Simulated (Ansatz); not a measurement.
**GeH₄OZn: basis-set convergence**

Aim: see how fast density functionals converge with the basis set for GeH₄OZn.

The runs use Ansatz 0.2.0, Gaussian basis; one geometry, several basis sets.

The runs, in order: PBE0-D4/def2-SVP; ωB97M-V/def2-SVP; PBE0-D4/def2-QZVPP; ωB97M-V/def2-QZVPP; the functionals' def2-TZVPP values are taken from earlier runs.

## (1) The relaxed structure

All runs share one geometry, relaxed beforehand with PBE0-D4 in a triple-zeta def2 set.

SMILES `[ZnH][O][GeH3]`, 7 atoms, charge 0, spin multiplicity 1.

Atoms are counted from 1 here; the program's logs count them from 0.

Bond lengths: Zn1–O2 1.764 Å, Zn1–H4 1.512 Å, O2–Ge3 1.758 Å, Ge3–H5 1.546 Å, Ge3–H6 1.542 Å, Ge3–H7 1.540 Å. Angles: O2–Zn1–H4 177.2°, Zn1–O2–Ge3 139.3°, O2–Ge3–H5 110.5°, O2–Ge3–H6 108.8°, O2–Ge3–H7 108.0°, H5–Ge3–H6 109.5°, H5–Ge3–H7 109.8°, H6–Ge3–H7 110.2°.

## (2) PBE0-D4 in def2-SVP

in.yaml

```yaml
crystal:
  periodic: [false, false, false]
  atoms:
    - {symbol: Zn, position_ang: [-1.778536, -1.005509, -0.571539]}
    - {symbol: O, position_ang: [-0.378659, -0.583774, 0.415442]}
    - {symbol: Ge, position_ang: [0.991196, 0.517101, 0.382981]}
    - {symbol: H, position_ang: [-2.996315, -1.419032, -1.366285]}
    - {symbol: H, position_ang: [1.165401, 1.123481, -1.028496]}
    - {symbol: H, position_ang: [0.745309, 1.648226, 1.401335]}
    - {symbol: H, position_ang: [2.251604, -0.280492, 0.766572]}
basis:
  gaussian: {orbitals: def2-SVP}
hamiltonian: {xc: pbe0, dispersion: d4}
output: {orbitals: {seedname: orbitals}}
```

Started as:

```sh
> ansatz run in.yaml --threads 2 --pin off --events-out ev --progress --plain --max-ram 4352MiB
```

The runs that follow: ωB97M-V in def2-SVP; PBE0-D4 in def2-QZVPP; ωB97M-V in def2-QZVPP.

Q: Predict the results of all the runs planned. Wanted: PBE0-D4: double and triple zeta above quadruple; ωB97M-V: double and triple zeta above quadruple.

**Answer**, as computed:

```
                                       quantity           value
PBE0-D4: double and triple zeta above quadruple  19.35, 2.57 eV
ωB97M-V: double and triple zeta above quadruple  19.33, 2.50 eV
```

**Reading.** PBE0-D4 gains 16.78 eV from double to triple zeta, then 2.57 eV more. These are total energies; as a rule much of such shifts cancels in differences, which this series doesn't test. The LUMO of ωB97M-V is positive and keeps falling with the basis (1.43 to 0.65 eV): an unbound level that the basis holds in place.
